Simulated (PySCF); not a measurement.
# C2H5ClGe: the cost of one run

Computed with PySCF 2.14.0, with density-fitted response routines of our own, on a single molecule in the gas phase. Atoms count from 0, in the outputs and in this text.

## (1) The molecule as given

9 atoms, charge 0, multiplicity 1; geometry from: GFN2-xTB. The atoms were then displaced at random by about 0.01 Å, so the start is not that level's minimum.

Bonds of the start (Å): Cl0–C1 1.75, C1–C2 1.33, C2–Ge3 1.89, C1–H4 1.08, C2–H5 1.08, Ge3–H6 1.50, Ge3–H7 1.50, Ge3–H8 1.53.

## (2) Optimising the geometry at PBE0-D3(BJ)/def2-SVP

Job settings and geometry (Å):

```
{"job": {"xc": "PBE0", "basis": "def2-SVP", "d3": "d3bj", "grid": 1, "shake": 0.01, "kind": "geom"}, "charge": 0, "multiplicity": 1}
Cl     3.149440     0.045790    -0.021660
C      1.438120     0.378430    -0.197690
C      0.481660    -0.447540     0.212380
Ge    -1.356170    -0.057150     0.020600
H      1.232030     1.319370    -0.688650
H      0.781100    -1.369200     0.694690
H     -2.045570    -1.122510    -0.787830
H     -1.568810     1.265010    -0.646660
H     -2.053980    -0.029350     1.381090
```

Started as:

```bash
$ OMP_NUM_THREADS=1 python probes_run.py task.json out
```

One launch serves the whole session: the jobs run in the order shown.

**Question.** How long does this first job take on 1 thread of Arm Neoverse V1, shared host, and how much memory does it need?

About 26 s, with a peak of 0.42 GiB.
